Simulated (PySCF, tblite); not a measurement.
# C4H8BFO2: geometry, infrared bands, NMR shifts, spin-spin couplings, electronic excitations and core binding energies

What infrared bands, NMR shifts, spin-spin couplings, electronic excitations and core binding energies should C4H8BFO2 (`CC[C@@H]1OBO[C@H]1F`) show?

Programs: tblite 0.8.0 and PySCF 2.14.0, with density-fitted response routines of our own. Each step states its level of theory. These are calculated values for one molecule in the gas phase, unless marked as measured. Atoms are numbered from 0 throughout.

### 1 Starting geometry

16 atoms, charge 0, multiplicity 1; geometry from: force field or distance geometry start.

Bonds of the start (Å): C0–C1 1.53, C1–C2 1.52, C2–O3 1.41, O3–B4 1.45, B4–O5 1.45, O5–C6 1.40, C6–F7 1.38, C6–C2 1.55, C0–H8 1.11, C0–H9 1.11, C0–H10 1.10, C1–H11 1.12, C1–H12 1.13, C2–H13 1.12, B4–H14 1.19, C6–H15 1.12.

### 2 Relaxing the molecule with GFN2-xTB

The job: settings as JSON, then the geometry in Å.

```
{"job": {"kind": "relax", "xc": "GFN2-xTB", "basis": "xTB"}, "charge": 0, "multiplicity": 1}
C      2.179700     0.409100    -0.396900
C      1.062400    -0.297600     0.371800
C     -0.306300    -0.076900    -0.247900
O     -0.653400     1.293500    -0.196400
B     -2.077400     1.197200     0.085800
O     -2.429800     0.036200     0.871700
C     -1.422400    -0.860600     0.486100
F     -1.957800    -1.827900    -0.335800
H      2.205800     0.046400    -1.444500
H      1.998400     1.508600    -0.386500
H      3.150200     0.202000     0.076900
H      1.287800    -1.394300     0.394800
H      1.061500     0.066800     1.441200
H     -0.273100    -0.391200    -1.323100
H     -2.798700     1.461500    -0.823200
H     -1.034500    -1.363700     1.414500
```

The run is started by

```
$ OMP_NUM_THREADS=1 python probes_run.py task.json out
```

This one command runs all jobs of the session in turn.

**Question.** This job is followed by: GFN2-xTB harmonic vibrations, gas phase; PBE0-D3(BJ)/def2-SVP geometry optimisation, gas phase; GIAO PBE0/pcSseg-1 NMR shielding, non-relativistic, gas phase; B3LYP/pcJ-1 indirect spin-spin coupling, non-relativistic, gas phase; TDDFT PBE0/def2-SVPD, vertical, gas phase, core orbitals frozen in the response; GIAO KT2/pcSseg-1 NMR shielding, non-relativistic, gas phase; delta-SCF UKS SCAN, pcX-2 on the ionised atom, pcseg-1 elsewhere, spin-free X2C. Predict these results of the whole session: strongest single infrared mode (GFN2-xTB); zero-point energy (GFN2-xTB); point group; rotational constants (main isotopes); ¹³C shifts against TMS (PBE0/pcSseg-1); ¹H shifts against TMS (PBE0/pcSseg-1, means over atoms taken as alike); ¹⁷O shifts against H2O (PBE0/pcSseg-1); ¹¹B shifts against BF3·OEt2 (PBE0/pcSseg-1); ¹⁹F shifts against CFCl3 (PBE0/pcSseg-1); largest coupling of the table (B3LYP/pcJ-1); lowest singlet (PBE0/def2-SVPD); lowest triplet; vertical ionisation energy (ΔSCF); C1s binding energies, SCAN/pcX-2; O1s binding energies, SCAN/pcX-2; B1s binding energies, SCAN/pcX-2; F1s binding energies, SCAN/pcX-2; range of the shift of F7.

As calculated:

```
                                                              quantity                                          value
                             strongest single infrared mode (GFN2-xTB)                          1179 cm⁻¹, 159 km/mol
                                          zero-point energy (GFN2-xTB)                                  77.8 kcal/mol
                                                           point group                                             C1
                                  rotational constants (main isotopes)                           3.61, 1.57, 1.27 GHz
                                ¹³C shifts against TMS (PBE0/pcSseg-1)                    115.8, 86.0, 30.6, 11.6 ppm
¹H shifts against TMS (PBE0/pcSseg-1, means over atoms taken as alike)         5.52, 4.32, 4.01, 1.35, 1.19, 1.04 ppm
                                ¹⁷O shifts against H2O (PBE0/pcSseg-1)                               192.4, 165.1 ppm
                           ¹¹B shifts against BF3·OEt2 (PBE0/pcSseg-1)                                       28.8 ppm
                              ¹⁹F shifts against CFCl3 (PBE0/pcSseg-1)                                     -126.8 ppm
                           largest coupling of the table (B3LYP/pcJ-1)                       ¹J(C,F) C6–F7, -287.3 Hz
                                       lowest singlet (PBE0/def2-SVPD)                    8.20 eV (151 nm), f = 0.071
                                                        lowest triplet                                        7.18 eV
                                     vertical ionisation energy (ΔSCF)                                       11.00 eV
                                      C1s binding energies, SCAN/pcX-2  C6 294.86, C2 292.68, C1 291.24, C0 290.92 eV
                                      O1s binding energies, SCAN/pcX-2                        O5 539.24, O3 538.95 eV
                                      B1s binding energies, SCAN/pcX-2                                   B4 197.51 eV
                                      F1s binding energies, SCAN/pcX-2                                   F7 692.83 eV
                                              range of the shift of F7                           -145.1 to -126.8 ppm
```

**Reading.** The optimisation took 70 steps and gained 1.469 eV; among the close pairs (by a distance rule), O3–B4 changed most, from 1.455 to 1.347 Å (GFN2-xTB). All 42 modes are real, so the xTB geometry is a minimum. The strongest single mode, at 1179 cm⁻¹, is spread over several atoms, B4, O3, H13, C2 among them. GFN2-xTB is a fitted tight-binding method: band positions and strengths are rough. Its intensities can rank the bands wrongly. The optimisation took 4 steps and gained 0.164 eV; among the close pairs (by a distance rule), C0–H8 changed most, from 1.055 to 1.101 Å (PBE0/def2-SVP). H15 (hydrogen on an sp3 CH bonded to F and O) lies farthest downfield among hydrogen, at 5.52 ppm; its carbon carries F and O, an electronegative neighbour. In the run at B3LYP/pcJ-1, the largest coupling of the table is C6–F7, -287.3 Hz, of which the Fermi-contact term gives -300.6 Hz. Couplings across rotatable bonds belong to this one conformer; where others are populated, the observed values are averages. The lowest singlet, at 8.20 eV, is HOMO→LUMO 0.91 and is bright. The lowest triplet lies 1.02 eV below the lowest singlet (triplets in Tamm-Dancoff, singlets in full TDDFT). ΔSCF puts the ionisation energy at 11.00 eV, 2.01 eV above −ε(HOMO). In ppm, F7 moves most: its shift spreads over 18.3 ppm, from -145.1 (KT2/pcSseg-1) to -126.8 (PBE0/pcSseg-1).
